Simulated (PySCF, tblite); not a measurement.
**C7H6+ (doublet): geometry, infrared bands and EPR parameters**

What infrared bands and EPR parameters should C7H6+ (doublet) (`C#C[C@@H]([C]=[CH+])C=C`) show?

The runs use tblite 0.8.0 and PySCF 2.14.0, with density-fitted response routines of our own; the level of theory stands in each step. All values are computed, except where a source is named. Atoms are numbered from 0 throughout.

## (1) The starting structure

13 atoms, charge 1, multiplicity 2; geometry from: force field or distance geometry start.

Bonds of the start (Å): C0–C1 1.21, C1–C2 1.47, C2–C3 1.46, C3–C4 1.34, C2–C5 1.49, C5–C6 1.34, C0–H7 1.09, C2–H8 1.13, C4–H9 1.07, C5–H10 1.09, C6–H11 1.09, C6–H12 1.11.

## (2) Relaxing the molecule with GFN2-xTB

Job settings and geometry (Å):

```
{"job": {"kind": "relax", "xc": "GFN2-xTB", "basis": "xTB"}, "charge": 1, "multiplicity": 2}
C      0.823500     2.377300     0.614400
C      0.494100     1.345700     0.081200
C      0.134200     0.071900    -0.554000
C      1.294000    -0.709700    -0.963100
C      2.211300    -0.945200    -0.018000
C     -0.846000    -0.648700     0.309000
C     -2.117600    -0.825000    -0.090900
H      1.116400     3.304100     1.097300
H     -0.434600     0.273400    -1.507300
H      3.149800    -1.398800     0.236100
H     -0.535100    -1.040600     1.272100
H     -2.458800    -0.443600    -1.058000
H     -2.835800    -1.360300     0.563400
```

Run with:

```bash
OMP_NUM_THREADS=1 python probes_run.py task.json out
```

One launch serves the whole session: the jobs run in the order shown.

Log:

```text
step      E/eV     max force
  0    -470.43966    8.711
  1    -470.66066   13.763
  2    -471.33745    3.415
  3    -471.49490    2.291
  4    -471.64932    4.993
  5    -471.84379    0.825
  6    -471.88015    0.682
  7    -471.93235    0.524
  8    -471.95551    0.582
  9    -471.99709    0.630
 10    -472.02765    0.659
 11    -472.05166    0.471
 12    -472.07158    0.553
 13    -472.09657    0.582
 14    -472.11384    0.457
 15    -472.12664    0.338
 16    -472.13599    0.266
 17    -472.14314    0.223
 18    -472.14971    0.298
 19    -472.15913    0.324
 20    -472.17014    0.319
 21    -472.18082    0.284
 22    -472.18945    0.249
 23    -472.19624    0.209
 24    -472.20152    0.280
 25    -472.20702    0.253
 26    -472.21340    0.265
 27    -472.22043    0.214
 28    -472.22553    0.146
 29    -472.22839    0.151
 30    -472.23092    0.170
 31    -472.23442    0.221
 32    -472.23897    0.230
 33    -472.24355    0.216
 34    -472.24703    0.284
 35    -472.24948    0.229
 36    -472.25179    0.192
 37    -472.25404    0.120
 38    -472.25537    0.085
 39    -472.25609    0.090
 40    -472.25691    0.089
 41    -472.25818    0.074
 42    -472.25883    0.066
 43    -472.25924    0.052
 44    -472.25955    0.062
 45    -472.25995    0.090
 46    -472.26040    0.076
 47    -472.26093    0.116
 48    -472.26155    0.100
 49    -472.26235    0.110
 50    -472.26356    0.119
 51    -472.26542    0.137
 52    -472.26788    0.155
 53    -472.27034    0.183
 54    -472.27235    0.176
 55    -472.27432    0.164
 56    -472.27659    0.161
 57    -472.27892    0.127
 58    -472.28034    0.251
 59    -472.28161    0.092
 60    -472.28225    0.063
 61    -472.28289    0.081
 62    -472.28385    0.109
 63    -472.28497    0.102
 64    -472.28593    0.083
 65    -472.28677    0.082
 66    -472.28760    0.096
 67    -472.28853    0.117
 68    -472.28968    0.120
 69    -472.29106    0.126
 70    -472.29269    0.115
 71    -472.29479    0.165
 72    -472.29747    0.171
 73    -472.30048    0.170
 74    -472.30297    0.181
 75    -472.30525    0.131
 76    -472.30744    0.121
 77    -472.30903    0.088
 78    -472.30999    0.104
 79    -472.31105    0.093
 80    -472.31183    0.062
 81    -472.31222    0.036
 82    -472.31236    0.025
 83    -472.31249    0.024
 84    -472.31264    0.025
 85    -472.31274    0.021
 86    -472.31280    0.015
 87    -472.31283    0.012
 88    -472.31286    0.013
 89    -472.31289    0.014
 90    -472.31292    0.013
 91    -472.31296    0.015
 92    -472.31301    0.018
 93    -472.31305    0.016
 94    -472.31308    0.014
 95    -472.31311    0.019
 96    -472.31314    0.023
 97    -472.31319    0.025
 98    -472.31324    0.019
 99    -472.31327    0.012
100    -472.31328    0.011
101    -472.31329    0.010
102    -472.31331    0.012
103    -472.31333    0.014
104    -472.31336    0.010
105    -472.31337    0.007
```

Run time: 0.42 s. Hardware: 1 thread of AMD EPYC 9R45, shared host.

Step by step: (not every step is listed)

```
step  energy from step 0 (eV)  largest force (eV/Å)
   0                   0.0000                8.7107
   1                  -0.2210               13.7633
   2                  -0.8978                3.4151
   3                  -1.0552                2.2913
   4                  -1.2097                4.9930
   5                  -1.4041                0.8253
   6                  -1.4405                0.6825
   7                  -1.4927                0.5243
   8                  -1.5159                0.5815
  17                  -1.7035                0.2230
  26                  -1.7737                0.2646
  35                  -1.8098                0.2292
  44                  -1.8199                0.0623
  53                  -1.8307                0.1831
  62                  -1.8442                0.1094
  71                  -1.8551                0.1653
  80                  -1.8722                0.0617
  89                  -1.8732                0.0140
  98                  -1.8736                0.0191
 100                  -1.8736                0.0112
 101                  -1.8736                0.0104
 102                  -1.8736                0.0121
 103                  -1.8737                0.0144
 104                  -1.8737                0.0102
 105                  -1.8737                0.0073
```

Distances of close pairs at the start and the end, largest changes first:

```
  bond  before (Å)  after (Å)  change (Å)
 C3–C4       1.338      1.206      -0.132
 C2–C5       1.492      1.531      +0.039
 C2–H8       1.128      1.094      -0.034
 C0–H7       1.085      1.056      -0.030
C6–H12       1.109      1.081      -0.028
 C2–C3       1.457      1.431      -0.026
 C4–H9       1.073      1.054      -0.019
 C1–C2       1.468      1.454      -0.015
```

The next job starts from the end point, and lists it.

## (3) Infrared spectrum with GFN2-xTB

Job settings and geometry (Å):

```
{"job": {"kind": "ir", "xc": "GFN2-xTB", "basis": "xTB"}, "charge": 1, "multiplicity": 2}
C      0.212027     2.306970     0.619094
C      0.238415     1.224568     0.081132
C      0.311946    -0.067182    -0.581538
C      1.556818    -0.754334    -0.422554
C      2.601457    -1.340458    -0.285972
C     -0.812061    -0.527305     0.350199
C     -2.099911    -0.441831     0.008014
H      0.239778     3.281477     1.024082
H      0.010384    -0.012463    -1.631778
H      3.518317    -1.850168    -0.186284
H     -0.476119    -0.950668     1.287290
H     -2.451704     0.094068    -0.861670
H     -2.853735    -0.962188     0.582257
```

Log:

```text
mode    cm-1     km/mol
  1     106.8      2.81
  2     115.3      0.18
  3     156.4      2.29
  4     178.3      2.77
  5     299.3      1.78
  6     303.3      4.71
  7     368.4      1.69
  8     445.4      1.72
  9     503.5      2.80
 10     571.0     52.74
 11     642.0     25.30
 12     663.6     27.51
 13     665.2     24.33
 14     681.4     45.44
 15     843.1     18.43
 16     881.7     32.35
 17     903.5     12.96
 18     936.5     45.26
 19     997.9      3.64
 20    1053.9      2.58
 21    1104.9      1.95
 22    1195.5      1.78
 23    1247.1      8.01
 24    1328.1     57.43
 25    1503.9     15.47
 26    2128.9    293.40
 27    2212.7    238.93
 28    2940.5      2.28
 29    3061.1     37.28
 30    3065.8     57.23
 31    3096.0      8.49
 32    3316.6    158.39
 33    3346.2     93.83
```

It took 0.24 s on 1 thread of AMD EPYC 9R45, shared host.

Which atoms move in the most intense modes:

```
cm⁻¹  km/mol                         atoms
 571    52.7   H12 40 %, H11 23 %, C5 23 %
 681    45.4              H9 74 %, C4 13 %
1328    57.4   H11 45 %, H12 39 %, C5 11 %
2129   293.4              C1 50 %, C0 29 %
2213   238.9              C3 51 %, C4 27 %
3066    57.2  H10 46 %, H11 24 %, H12 23 %
3317   158.4              H7 86 %, C0 13 %
3346    93.8              H9 86 %, C4 13 %
```

## (4) g tensor and hyperfine couplings: B3LYP/pcH-1

The job, as its differences from that of step 3:

```diff
@@ -1,2 +1,2 @@
-{"job": {"kind": "ir", "xc": "GFN2-xTB", "basis": "xTB"}, "charge": 1, "multiplicity": 2}
+{"job": {"kind": "epr", "basis": "pcH-1"}, "charge": 1, "multiplicity": 2}
 C      0.212027     2.306970     0.619094
```

Level: UKS B3LYP, pcH-1 on C H, non-relativistic, mean-field spin-orbit, GIAO.

Log:

```text
UKS, coarse grid
  cycle   1  E = -269.81256949  |g| = 3.01e-01
  cycle   2  E = -269.57114642  |g| = 6.36e-01
  cycle   3  E = -269.84163583  |g| = 1.67e-01
  cycle   4  E = -269.85679455  |g| = 6.98e-02
  cycle   5  E = -269.85830445  |g| = 4.54e-02
  cycle   6  E = -269.85954742  |g| = 1.46e-02
  cycle   7  E = -269.85966933  |g| = 6.13e-03
  cycle   8  E = -269.85969939  |g| = 3.04e-03
  cycle   9  E = -269.85970910  |g| = 1.58e-03
  cycle  10  E = -269.85971177  |g| = 9.19e-04
UKS, final grid
  cycle   1  E = -269.85969758  |g| = 1.95e-03
  cycle   2  E = -269.85968772  |g| = 4.94e-03
  cycle   3  E = -269.85969970  |g| = 3.28e-04
  cycle   4  E = -269.85969979  |g| = 1.50e-04
  cycle   5  E = -269.85969987  |g| = 1.24e-04
  cycle   6  E = -269.85969989  |g| = 3.05e-05
  cycle   7  E = -269.85969989  |g| = 1.41e-05
E = -269.85969989 Eh   <S^2> = 0.7620 (exact 0.7500)
g shifts (ppm)      1          2          3
  rmc          -154       -154       -154
  gc             26         27         31
  oz_so         -38        967       2130
  total        -166        841       2007
hyperfine (MHz)  atom isotope    a_iso     a_fc   dipolar eigenvalues
    0   13C      27.22      27.22    -33.47    -31.71     65.18
    1   13C      49.50      49.50    -16.12    -11.67     27.79
    2   13C       5.26       5.26     -7.20     -5.53     12.72
    3   13C      -9.41      -9.41     -1.69     -0.22      1.91
    4   13C       1.82       1.82     -4.48     -3.35      7.82
    5   13C      29.80      29.80    -24.36    -14.29     38.65
    6   13C      24.80      24.80    -34.92    -33.32     68.25
    7    1H     -32.02     -32.02    -15.39     -3.13     18.51
    8    1H     -11.92     -11.92     -4.39     -1.32      5.71
    9    1H      -3.54      -3.54     -2.23     -0.58      2.81
   10    1H       0.62       0.62     -8.58     -2.22     10.80
   11    1H     -17.41     -17.41    -15.06     -3.75     18.81
   12    1H      -9.31      -9.31    -16.38     -4.26     20.64
```

It took 29 s on 1 thread of AMD EPYC 9R45, shared host; peak memory 0.92 GiB.

Principal g values 2.00215, 2.00316, 2.00433; g(iso) = 2.00321, against 2.00232 for a free electron.

Hyperfine couplings, nucleus by nucleus at this fixed geometry (no averaging over rotations):

```
nuclei  isotope  a(iso) (MHz)  a(iso) (G, at g = 2.0023)  largest dipolar term (MHz)
    C1      13C          49.5                       17.7                        27.8
    H7       1H         -32.0                      -11.4                        18.5
    C5      13C          29.8                       10.6                        38.7
    C0      13C          27.2                        9.7                        65.2
    C6      13C          24.8                        8.9                        68.2
   H11       1H         -17.4                       -6.2                        18.8
    H8       1H         -11.9                       -4.3                         5.7
    C3      13C          -9.4                       -3.4                         1.9
   H12       1H          -9.3                       -3.3                        20.6
    C2      13C           5.3                        1.9                        12.7
    H9       1H          -3.5                       -1.3                         2.8
    C4      13C           1.8                        0.6                         7.8
   H10       1H           0.6                        0.2                        10.8
```

Mulliken spin populations:

C0 0.38; C1 0.04; C2 0.03; C3 0.01; C4 0.04; C5 0.12; C6 0.42; H7 -0.01; H8 0.00; H9 0.00; H10 0.00; H11 -0.01; H12 -0.01

In first order the couplings over 0.8 MHz of 1H give 32 distinct lines over 26.5 G.

The fields below are evaluated on a grid from the run's orbitals.

ELF in a plane through or near 6 of the atoms.

Ten even steps from ' ' (0.00) to '@' (1.00):
```
                                                        
                                                        
                              ----                      
                            %%@@@@**                    
                        ..--@@@@@@%%..                  
                      ::==++##%%@@**..                  
                      ::**%%==::**++::                  
              ....    ..**##**%%##==..                  
            ::==++++--  ==**::++==..                    
        --******%%%%**++==++++--::::....                
      **@@@@@@--::%%--##++**##::%%##++==..              
      **@@@@@@##**%%##==::++++--@@--::**::              
        **%%**++******..  ..++##%%==%%@@##::            
              ..----::      --====**@@@@%%::            
                              ......::--..              
                                                        
                                                        
                                                        
                                                        
                                                        
```
The map spans 13.0 Å across and 11.8 Å up, centred on the molecule. Atoms in the plane (x, y in Å): C0 (0.6, 2.3), C4 (-2.9, -0.5), C5 (0.6, -0.7), C6 (1.9, -1.1), H7 (0.9, 3.3), H9 (-3.9, -0.6).

log10 of the density (e/Å³) in the same plane.

Ten even steps from ' ' (-4.0) to '@' (1.0):
```
                                                        
                                                        
                        ....::----::..                  
                      ..::--++++++==::..                
                    ..--==++##%%##++--::                
                  ..::==++**%%%%##**==::                
            ....::::--==**##@@@@##**==--..              
        ..::----======++**%%%%%%##++==--..              
      ..::--==++++++++**##%%%%##**++==--::              
    ..::==++**##################**++++==--::            
    ::==++##%%@@@@%%%%######%%%%%%####**==--::          
    ::--++##%%%%%%####****##%%%%%%@@%%##++==::          
    ..::==++********++++++++**####%%%%##++==::          
      ..::--==========----==++++++**##**++--::          
          ....::::::::....::------======--::            
                            ....::::::::..              
                                                        
                                                        
                                                        
                                                        
```
The map spans 13.0 Å across and 11.8 Å up, centred on the molecule. Atoms in the plane (x, y in Å): C0 (0.6, 2.3), C4 (-2.9, -0.5), C5 (0.6, -0.7), C6 (1.9, -1.1), H7 (0.9, 3.3), H9 (-3.9, -0.6).

On the surface of density 0.002 e/bohr³ the electrostatic potential runs, from the 1st to the 99th percentile, from 3.06 V near C4 to 5.76 V near H11.

The spin density lies nearest to C0, C6 about 28 % each; C5 14 %; C1 11 %.

## (5) Results

| quantity | value |
| --- | --- |
| strongest single infrared mode (GFN2-xTB) | 2129 cm⁻¹, 293 km/mol |
| zero-point energy (GFN2-xTB) | 58.4 kcal/mol |
| g(iso) (B3LYP) | 2.00321 |
| ⟨S²⟩ | 0.762 (exact 0.75) |
| largest a(iso) | 13C on C1, 49.5 MHz |

Over 105 steps the energy fell by 1.874 eV; of the close pairs, C3–C4 changed most, 1.338 to 1.206 Å. No mode is imaginary among the 33: a minimum at this level. The strongest single mode, at 2129 cm⁻¹, moves mainly C1 and C0. GFN2-xTB is a fitted tight-binding method: band positions and strengths are rough. Its intensities can rank the bands wrongly. The largest spin populations lie on C6 (0.42 e), C0 (0.38 e). The isotropic g lies 0.9 ppt above the free-electron value.
